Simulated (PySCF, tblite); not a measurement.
**C₅H₁₁OP: geometry, infrared bands and NMR shifts**

Aim: predict the infrared bands and NMR shifts of C₅H₁₁OP (`O=[PH]1CCCCC1`).

Computed with tblite 0.8.0 and PySCF 2.14.0, with density-fitted response routines of our own, on a single molecule in the gas phase. Atoms are numbered from 0 throughout.

## (1) The starting structure

18 atoms, charge 0, multiplicity 1; geometry from: force field or distance geometry start.

Bonds of the start (Å): O0–P1 1.52, P1–C2 1.80, C2–C3 1.54, C3–C4 1.53, C4–C5 1.53, C5–C6 1.52, C6–P1 1.82, P1–H7 1.40, C2–H8 1.09, C2–H9 1.10, C3–H10 1.09, C3–H11 1.09, C4–H12 1.10, C4–H13 1.09, C5–H14 1.10, C5–H15 1.08, C6–H16 1.09, C6–H17 1.10.

## (2) Geometry optimisation with GFN2-xTB

What the job is given:

```
{"job": {"kind": "relax", "xc": "GFN2-xTB", "basis": "xTB"}, "charge": 0, "multiplicity": 1}
O      0.343600    -2.583700     1.525200
P      0.165000    -1.662600     0.326500
C     -1.283300    -0.623000     0.602800
C     -1.364000     0.513100    -0.432800
C     -0.152100     1.434900    -0.337600
C      1.175700     0.728000    -0.608600
C      1.451600    -0.375700     0.399800
H      0.134200    -2.235000    -0.948300
H     -1.254300    -0.212600     1.615900
H     -2.187200    -1.252500     0.526900
H     -2.279900     1.086200    -0.262700
H     -1.428100     0.074100    -1.429900
H     -0.279100     2.239200    -1.073400
H     -0.118600     1.917100     0.637700
H      1.990200     1.471100    -0.564000
H      1.169600     0.306100    -1.604800
H      2.418600    -0.844600     0.197200
H      1.489500     0.026300     1.418400
```

Started as:

```
> OMP_NUM_THREADS=1 python probes_run.py task.json out
```

This one command runs all jobs of the session in turn.

**Question.** This job is followed by: GFN2-xTB harmonic vibrations, gas phase; GIAO PBE0/pcSseg-1 NMR shielding, non-relativistic, gas phase. What will the session give for the following? strongest single infrared mode (GFN2-xTB); zero-point energy (GFN2-xTB); ¹³C shifts against TMS (PBE0/pcSseg-1, means over atoms taken as alike); ¹H shifts against TMS (PBE0/pcSseg-1, means over atoms taken as alike); ¹⁷O shifts against H2O (PBE0/pcSseg-1); ³¹P shifts against H3PO4 (PBE0/pcSseg-1); surface potential, 1st and 99th percentile.

**Answer**, as computed:

```
                                                               quantity                                         value
                              strongest single infrared mode (GFN2-xTB)                         2259 cm⁻¹, 225 km/mol
                                           zero-point energy (GFN2-xTB)                                 95.7 kcal/mol
¹³C shifts against TMS (PBE0/pcSseg-1, means over atoms taken as alike)                          34.3, 30.9, 26.1 ppm
 ¹H shifts against TMS (PBE0/pcSseg-1, means over atoms taken as alike)  7.13, 2.15, 1.98, 1.66, 1.64, 1.19, 0.97 ppm
                                 ¹⁷O shifts against H2O (PBE0/pcSseg-1)                                      99.6 ppm
                               ³¹P shifts against H3PO4 (PBE0/pcSseg-1)                                      -4.3 ppm
                                  surface potential, 1st and 99th percentile                            -2.41 V and 0.93 V
```

**Reading.** The optimisation took 49 steps and gained 0.314 eV; among the close pairs (by a distance rule), O0–P1 changed most, from 1.522 to 1.465 Å. All 48 modes are real, so the xTB geometry is a minimum. The strongest single mode, at 2259 cm⁻¹, moves mainly H7. Unscaled tight-binding wavenumbers are off by several per cent, some by more. Its intensities can rank the bands wrongly. At PBE0/pcSseg-1: The largest span, 257 ppm, is at P1, where the paramagnetic term is -640 ppm.
